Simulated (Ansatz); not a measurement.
Relaxation of a periodic cell of 31 atoms, Al$_{30}$Si (host Al, host structure fcc, dopant Si, one Al atom removed), to a largest force component of 0.03 eV/Å in at most 60 steps.

Method: Ansatz 0.2.0, DFT PBE-D3(BJ), scalar-relativistic, plane waves, PAW. Settings: PAW set soft_1, cutoff 420 eV, k mesh 3x3x3, gaussian smearing 0.15 eV, no spin polarisation.

```xyz
31
Lattice="8.1000 0.0000 0.0000 0.0000 8.1000 0.0000 0.0000 0.0000 8.1000" Properties=species:S:1:pos:R:3
Al 4.050 0.000 0.000
Al 6.075 2.025 0.000
Si 6.075 -2.025 4.050
Al 0.000 0.000 0.000
Al 2.025 2.025 0.000
Al 4.050 4.050 0.000
Al 6.075 6.075 0.000
Al 2.025 0.000 2.025
Al 4.050 2.025 2.025
Al 6.075 4.050 2.025
Al 4.050 0.000 4.050
Al 6.075 2.025 4.050
Al 6.075 0.000 6.075
Al 0.000 4.050 0.000
Al 2.025 6.075 0.000
Al 0.000 2.025 2.025
Al 2.025 4.050 2.025
Al 4.050 6.075 2.025
Al 0.000 0.000 4.050
Al 2.025 2.025 4.050
Al 4.050 4.050 4.050
Al 2.025 0.000 6.075
Al 4.050 2.025 6.075
Al 6.075 4.050 6.075
Al 0.000 6.075 2.025
Al 0.000 4.050 4.050
Al 2.025 6.075 4.050
Al 0.000 2.025 6.075
Al 2.025 4.050 6.075
Al 4.050 6.075 6.075
Al 0.000 6.075 6.075
```

Where does it end, and by what steps?

It converged. Limits of this set-up: coarse k mesh, no spin, though dangling bonds at a vacancy may carry it, a small cell, in which the defect meets its images. After 2 steps the energy has fallen by 0.041 eV; Al25 moved furthest, 0.05 Å.

```csv
step,energy less start (eV),largest force component (eV/Å),accepted
0,0.0000,0.186,yes
1,-0.0389,0.032,yes
2,-0.0411,0.006,yes
```

```xyz
31
Lattice="8.1000 0.0000 0.0000 0.0000 8.1000 0.0000 0.0000 0.0000 8.1000" Properties=species:S:1:pos:R:3
Al 4.064 -0.001 0.018
Al 6.075 2.007 0.018
Si 6.075 -2.028 4.053
Al -0.014 -0.001 0.018
Al 2.025 2.023 0.002
Al 4.042 4.054 -0.003
Al 6.075 6.092 0.006
Al 2.025 0.001 2.024
Al 4.064 2.007 2.026
Al 6.075 4.054 2.039
Al 4.098 -0.014 4.028
Al 6.075 2.019 4.033
Al 6.075 -0.014 6.071
Al 0.008 4.054 -0.003
Al 2.025 6.071 -0.003
Al -0.014 2.007 2.026
Al 2.025 4.051 2.024
Al 4.098 6.097 2.039
Al -0.048 -0.014 4.028
Al 2.025 2.028 4.054
Al 4.054 4.061 4.054
Al 2.025 0.001 6.074
Al 4.042 2.028 6.071
Al 6.075 4.064 6.061
Al -0.048 6.097 2.039
Al -0.004 4.061 4.054
Al 2.025 6.072 4.053
Al 0.008 2.028 6.071
Al 2.025 4.055 6.070
Al 4.054 6.071 6.064
Al -0.004 6.071 6.064
```

Whether the end is a true minimum wasn't checked by a vibrational analysis.

Time of the run: 27 s on 4 threads of Arm Neoverse V1, on a shared host, peak memory 1.2 GiB.
